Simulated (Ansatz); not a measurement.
# CH2FOSi: the cost of one run

Method: UKS PBE/STO-3G, in Ansatz 0.2.0.

1 further run of the same task is left out (it didn't finish).

## 1. The structure to begin with

Bond lengths: O1–Si2 1.505 Å, Si2–C3 1.856 Å, C3–F4 1.334 Å, Si2–H5 1.448 Å, C3–H6 1.083 Å. Angles: O1–Si2–C3 122.2°, O1–Si2–H5 129.8°, C3–Si2–H5 108.0°, Si2–C3–F4 122.3°, Si2–C3–H6 126.2°, F4–C3–H6 111.5°.

As a file:

```xyz
6

O     2.1117   -0.3982    0.4624
Si    0.8784   -0.0895   -0.3434
C    -0.7995    0.0634    0.4357
F    -1.8936    0.3433   -0.2749
H     0.7328    0.1368   -1.7666
H    -1.0297   -0.0558    1.4868
```

## 2. Relaxing the start

Contents of input.yaml:

```yaml
crystal:
  periodic: [false, false, false]
  atoms:
    - { symbol: O, position_ang: [2.11165, -0.39821, 0.46241] }
    - { symbol: Si, position_ang: [0.8784, -0.08946, -0.3434] }
    - { symbol: C, position_ang: [-0.79951, 0.0634, 0.43573] }
    - { symbol: F, position_ang: [-1.8936, 0.34327, -0.27489] }
    - { symbol: H, position_ang: [0.73279, 0.13678, -1.76664] }
    - { symbol: H, position_ang: [-1.02973, -0.05577, 1.48679] }
magnetization:
  spin_polarized: true
  initial_magnetization: 1
basis:
  gaussian: { orbitals: STO-3G }
hamiltonian:
  xc: pbe
relax:
  f_tol: 0.02
  max_steps: 40
```

Started as:

```sh
> ansatz run input.yaml --threads 1 --pin off --max-ram 2048MiB --backend cpu --events-out ev --progress --plain --runs-dir out
```

Q: Estimate wall time and peak memory on 1 thread of Arm Neoverse V2, shared host.

About 10 s, with a peak of 0.15 GiB.
